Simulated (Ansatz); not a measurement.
# Ta: the cost of one run

Method: DFT r2SCAN, scalar-relativistic, plane waves, PAW, in Ansatz 0.2.0.

2 further runs of the same task are left out: 2 set aside as unsound or not needed.

## 1. The system as given

It takes space group Im-3m (No. 229, cubic). The conventional cell has a = 3.305 Å, b = 3.305 Å, c = 3.305 Å, α = 90.00°, β = 90.00°, γ = 90.00°. Ta (site symmetry m-3m) has 8 Ta at 2.86 Å as nearest neighbours.

Coordinates:

```xyz
1
Lattice="-1.6523 1.6523 1.6523 1.6523 -1.6523 1.6523 1.6523 1.6523 -1.6523" Properties=species:S:1:pos:R:3 pbc="T T T"
Ta    0.0000    0.0000    0.0000
```

It is the result of an earlier relaxation at this level (volume 18.04 Å³/atom; gap on the mesh: none (metal)).

## 2. The zigzag chain

A free-standing chain of the crystal's atoms, periodic along c. Atoms and period relax; energies count from the bulk, -9944.3194 eV an atom.

The cell holds 2 Ta: a = 10.200 Å, b = 9.300 Å, c = 4.636 Å, α = 90.00°, β = 90.00°, γ = 90.00°.

## 3. The relaxation run

Pressure and volume refer to the whole cell with its vacuum; only the period along c may change.

File input.yaml:

```yaml
crystal:
  lattice:
    - [10.2, 0.0, 0.0]
    - [0.0, 9.3, 0.0]
    - [0.0, 0.0, 4.6361880058]
  atoms:
    - { symbol: Ta, position: [0.4431839705, 0.5, 0.0], spin: 1.5 }
    - { symbol: Ta, position: [0.5568160295, 0.5, 0.5], spin: 1.5 }
basis:
  ecutwfc: 500
kpoints:
  mp_grid: { grid: [1, 1, 14] }
hamiltonian:
  xc: r2scan
scf:
  occupations: { method: gaussian, width: 0.05 }
output:
  forces: true
  stress: true
  eigenvalues: true
  populations: true
  write_density: true
  write_potential: true
  elf: true
  volumetric_format: npy
magnetization:
  spin_polarized: true
relax:
  adjacent_minimum: "off"
  f_tol: 0.01
  max_steps: 45
  cell: { fix: [a, b, alpha, beta, gamma], stress_tol: 0.03 }
```

Launch:

```sh
$ ansatz run input.yaml --threads 2 --pin off --max-ram 5120MiB --backend cpu --events-out ev --progress --plain --runs-dir out
```

What time and memory should one allow on 2 threads of Intel Xeon at 2.70GHz, shared host?

About 4.4 min, with a peak of 1.6 GiB.
